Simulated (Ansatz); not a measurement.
**As₂H₂ (triplet): the correlation ladder at a displaced geometry (v1), cc-pVDZ**

An exercise on one series of results from a longer session: the logs are not shown, and one member is left open.

Method: cc-pVDZ, core rule «outside noble gas», up to 28 orbitals frozen; program: Ansatz 0.2.0, Gaussian basis.

The runs, in order: UHF; CCSD(T) on ROHF; CCSD(T) on UHF; BCCD(T) on ROHF; CISD as a restricted active space (open shells left free, so some higher excitations enter); CCSDT(Q) on ROHF; CCSDT(Q) on UHF; CASSCF and MRCISD+Q, 12 electrons in 10 orbitals; CASSCF and NEVPT2, 12 electrons in 10 orbitals.

20 further runs of the same task are left out: 6 that didn't finish, 14 set aside as unsound or not needed. Runs told in other sessions of the task aren't counted.

## What is computed

The geometry is a PBE0/def2-TZVP stationary point (not a proven minimum) with its atoms shifted at random (size 0.040 Å). No spin-orbit coupling is included. The filled d shell of As may be among the frozen orbitals whatever the setting's name suggests.

4 atoms, charge 0, spin multiplicity 3.

Atoms are counted from 1 here; the program's logs count them from 0.

Bond lengths: As1–As2 2.422 Å, As1–H3 1.527 Å, As2–H4 1.573 Å. Angles: As2–As1–H3 90.8°, As1–As2–H4 93.3°.

As a file:

```
As    0.0147   -0.0267    1.2109
As    0.0139    0.0261   -1.2101
H    -1.0138    1.1004    1.2579
H    -1.1166   -1.0612   -1.3236
```

The first run:

Contents of in.yaml:

```yaml
crystal:
  periodic: [false, false, false]
  atoms:
    - {symbol: As, position_ang: [0.014746, -0.026651, 1.210944]}
    - {symbol: As, position_ang: [0.013915, 0.026124, -1.210061]}
    - {symbol: H, position_ang: [-1.013784, 1.100421, 1.257891]}
    - {symbol: H, position_ang: [-1.116626, -1.061218, -1.323584]}
basis:
  gaussian: {orbitals: cc-pVDZ}
magnetization: {spin_polarized: true, initial_magnetization: 2}
hamiltonian: {xc: hf}
output: {orbitals: {seedname: orbitals}}
```

Command:

```sh
> ansatz run in.yaml --threads 1 --pin off --events-out ev --progress --plain --max-ram 2393MiB
```

Steps of the session up to this table: UHF; CCSD(T) on ROHF; CCSD(T) on UHF; BCCD(T) on ROHF; CISD as a restricted active space (open shells left free, so some higher excitations enter); CCSDT(Q) on ROHF; CCSDT(Q) on UHF; CASSCF and MRCISD+Q, 12 electrons in 10 orbitals; CASSCF and NEVPT2, 12 electrons in 10 orbitals.

One of the session's tables, all rows but one given; the rest of the session is left out.

It belongs to the step «Misses and costs». 

| method | from UCCSDT(Q) (kJ/mol) |
| --- | --- |
| ROHF | +607.0 |
| UHF | +588.1 |
| RMP2 | +116.7 |
| UMP2 | +119.6 |
| CISD | +71.9 |
| RCCSD | +22.1 |
| UCCSD | +21.3 |
| RCCSD(T) | +4.6 |
| UCCSD(T) | ? |
| BCCD(T) | +4.6 |
| RCCSDT | +1.6 |
| UCCSDT | +1.0 |
| RCCSDT(Q) | +0.5 |
| UCCSDT(Q) | 0 |
| CASSCF valence | +452.2 |
| NEVPT2 valence | +99.8 |
| MRCISD valence | +38.0 |
| MRCISD+Q valence | +1.9 |

**Question.** Estimate the row for UCCSD(T).

**Answer.** from UCCSDT(Q) (kJ/mol): +4.2. In the column «from UCCSDT(Q) (kJ/mol)» it lies between MRCISD+Q valence (+1.9) and RCCSD(T) (+4.6).

Limits of these values: Restricted and unrestricted rows rest on different reference determinants; a gap between their highest levels can come from leftover correlation error, from unlike frozen cores or from another state.
